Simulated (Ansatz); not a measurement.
AlSn in Ansatz: the effect of functional

Crystal: AlSn.

```
CELL_PARAMETERS angstrom
4.14137 0.00000 0.00000
-2.07068 3.58653 0.00000
0.00000 0.00000 3.26215
ATOMIC_POSITIONS crystal
Sn 0.33333 0.66667 0.50000
Al 0.00000 0.00000 0.00000
```

The cell comes from a database or a generator and needn't be the stable form of this composition.

The cell isn't the ideal one: volume scaled by 0.96.

Alike in all runs:

- Program: Ansatz 0.2.0
- Task: single point
- Potentials or basis: Ansatz PAW
- k mesh: 7 × 7 × 8
- Occupations: fermi-dirac, width 0.05 eV
- Spin: no spin polarisation

Problem. One run gave: pressure 2.6 GPa. Which functional did it use?
A. LDA
B. r2SCAN
C. PBE

Solution. C.

```csv
functional,cutoff,pressure (GPa)
LDA,420 eV (not typed: the program's choice for these potentials),-1.0
r2SCAN,500 eV (not typed: the program's choice for these potentials),1.2
PBE,420 eV (not typed: the program's choice for these potentials),2.6
```

Caveats: the PAW data sets come from PBE, with cores solved anew for the run's functional, which leaves a small shift of forces and pressure (some runs).
